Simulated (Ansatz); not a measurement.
# AlFH3NTe: one species, many methods

The task here is to estimate one member of a computed series from the others.

Program: Ansatz 0.2.0, Gaussian basis. Level of theory: functionals in def2-TZVPP, the program's frozen cores in correlated methods. These are calculated values, not measurements.

Levels to be run: LDA (SPW92), PBE-D4, revPBE-D4, BLYP-D4, r2SCAN-D4, B97M-V, PBE0-D4, B3LYP-D4, r2SCANh-D4, r2SCAN0-D4, HSE06-D4, BHLYP-D4, CAM-B3LYP-D4, LC-ωPBE, ωB97X-V, ωB97M-V, B2PLYP, PBE-QIDH; CCSD(T)/def2-SVP; CCSD(T)/def2-TZVPP; MP2/def2-QZVPP; extrapolation to the limit; RPA on PBE.

## The geometry

All runs share one geometry, relaxed beforehand with PBE0-D4 in a triple-zeta def2 set. Te takes the def2 core potential; no spin-orbit term is included.

SMILES `[NH2][Al]([F])[TeH]`, 7 atoms, charge 0, spin multiplicity 1.

Atoms are counted from 1 here; the program's logs count them from 0.

Bond lengths: N1–Al2 1.754 Å, N1–H5 1.007 Å, N1–H6 1.006 Å, Al2–F3 1.648 Å, Al2–Te4 2.519 Å, Te4–H7 1.657 Å. Angles: Al2–N1–H5 124.1°, Al2–N1–H6 125.3°, H5–N1–H6 110.6°, N1–Al2–F3 118.6°, N1–Al2–Te4 122.3°, F3–Al2–Te4 119.1°, Al2–Te4–H7 88.7°.

As a file:

```
N    -0.7341    0.8721    1.0396
Al    0.3551   -0.0383    0.0089
F     1.9737    0.0332    0.3133
Te   -0.4691   -1.4467   -1.9101
H    -0.4345    1.4383    1.8167
H    -1.7348    0.9065    0.9405
H     1.1050   -1.8329   -2.2545
```

The first run:

Contents of in.yaml:

```yaml
crystal:
  periodic: [false, false, false]
  atoms:
    - {symbol: N, position_ang: [-0.734070, 0.872081, 1.039555]}
    - {symbol: Al, position_ang: [0.355096, -0.038340, 0.008942]}
    - {symbol: F, position_ang: [1.973653, 0.033174, 0.313266]}
    - {symbol: Te, position_ang: [-0.469086, -1.446704, -1.910082]}
    - {symbol: H, position_ang: [-0.434458, 1.438300, 1.816689]}
    - {symbol: H, position_ang: [-1.734790, 0.906511, 0.940514]}
    - {symbol: H, position_ang: [1.104954, -1.832923, -2.254484]}
basis:
  gaussian: {orbitals: def2-TZVPP}
hamiltonian: {xc: lda}
output: {orbitals: {seedname: orbitals}}
```

Command:

```console
$ ansatz run in.yaml --threads 2 --pin off --events-out ev --progress --plain --max-ram 4352MiB
```

Steps of the session up to this table: LDA; PBE-D4 (GGA); revPBE-D4 (GGA); BLYP-D4 (GGA); r2SCAN-D4 (meta-GGA); B97M-V (meta-GGA); B3LYP-D4 (hybrid); r2SCANh-D4 (hybrid); r2SCAN0-D4 (hybrid); HSE06-D4 (hybrid); BHLYP-D4 (hybrid); CAM-B3LYP-D4 (range-separated); LC-ωPBE (range-separated); ωB97X-V (range-separated); ωB97M-V (range-separated); B2PLYP (double hybrid); PBE-QIDH (double hybrid).

One table of the session follows, with a row left open; its other results are not shown here.

It belongs to the step «Frontier levels by functional». 

```
  functional  HOMO (eV)  gap (eV)
 LDA (SPW92)      -5.87      4.12
      PBE-D4      -5.72      4.17
   revPBE-D4      -5.66      4.21
     BLYP-D4      -5.53      4.08
   r2SCAN-D4          ?         ?
      B97M-V      -5.94      4.59
     PBE0-D4      -6.77      6.03
    B3LYP-D4      -6.53      5.55
  r2SCANh-D4      -6.36      5.37
  r2SCAN0-D4      -6.93      6.36
    HSE06-D4      -6.38      5.26
    BHLYP-D4      -7.62      7.70
CAM-B3LYP-D4      -7.95      8.17
     LC-ωPBE      -9.26     10.64
     ωB97X-V      -8.93     10.17
     ωB97M-V      -8.81      9.76
```

Q: Estimate the row for r2SCAN-D4 from the others.

Worked estimate for «HOMO (eV)». Against the share of exact exchange, r2SCANh-D4 (0.1, -6.36), r2SCAN0-D4 (0.25, -6.93) give a slope of -3.80 per unit share; at 0 the line stands at -5.98.

The run gave: HOMO (eV): -5.97; gap (eV): 4.70. In «HOMO (eV)» the line misses by -0.01.
